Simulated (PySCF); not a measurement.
# C₂H₁₁AlN₂Si: electronic excitations

Aim: predict the electronic excitations of C₂H₁₁AlN₂Si (`CN[SiH2][N](C)[AlH2]`).

Programs: PySCF 2.14.0, with density-fitted response routines of our own. Each step states its level of theory. These are calculated values for one molecule in the gas phase, unless marked as measured. Atoms are numbered from 0 throughout.

## 1. The starting structure

17 atoms, charge 0, multiplicity 1; geometry from: GFN2-xTB.

Bonds of the start (Å): C0–N1 1.45, N1–Si2 1.72, Si2–N3 1.75, N3–C4 1.46, N3–Al5 1.80, C0–H6 1.10, C0–H7 1.09, C0–H8 1.09, N1–H9 1.01, Si2–H10 1.49, Si2–H11 1.46, C4–H12 1.09, C4–H13 1.09, C4–H14 1.09, Al5–H15 1.54, Al5–H16 1.55.

## 2. TDDFT and polarisability: B3LYP/def2-SVPD

The job: settings as JSON, then the geometry in Å.

```
{"job": {"kind": "uv", "xc": "B3LYP", "basis": "def2-SVPD", "nstates": 8, "ntriplets": 3}, "charge": 0, "multiplicity": 1}
C      2.064590    -0.086000     0.778701
N      1.476933    -0.961697    -0.209249
Si     0.161798    -0.488387    -1.209328
N     -1.106682     0.168956    -0.205595
C     -1.814214    -0.782925     0.649957
Al    -1.203876     1.965976    -0.226556
H      2.907002     0.488220     0.378757
H      2.413815    -0.665549     1.636723
H      1.299341     0.617814     1.111620
H      2.147404    -1.621921    -0.572307
H      0.416062     0.656501    -2.121393
H     -0.238104    -1.715864    -1.891899
H     -2.592712    -0.268360     1.215541
H     -2.284686    -1.564969     0.049408
H     -1.133243    -1.262719     1.356278
H     -2.271190     2.689478    -1.073587
H     -0.249233     2.843475     0.621941
```

With the program's defaults for keys left out, this is: TDDFT B3LYP/def2-SVPD, vertical, gas phase, core orbitals frozen in the response.

On the command line:

```bash
$ OMP_NUM_THREADS=1 python probes_run.py task.json out
```

This one command runs all jobs of the session in turn.

What will the session give for the following? lowest singlet (B3LYP/def2-SVPD); brightest single state of those computed; lowest triplet. Wanted: lowest singlet; brightest single state of those computed; lowest triplet.

As calculated:

| quantity | value |
| --- | --- |
| lowest singlet (B3LYP/def2-SVPD) | 3.80 eV (326 nm), f = 0.001 |
| brightest single state of those computed | state 6, 5.96 eV, f = 0.030 |
| lowest triplet | 3.72 eV |

What this shows: The first singlet state (HOMO→LUMO 0.99) lies at 3.80 eV and is weak; of the 8 states computed, the strongest absorption comes from states 6 to 7 together at 5.96 eV. The lowest triplet lies 0.08 eV below the lowest singlet (triplets in Tamm-Dancoff, singlets in full TDDFT).
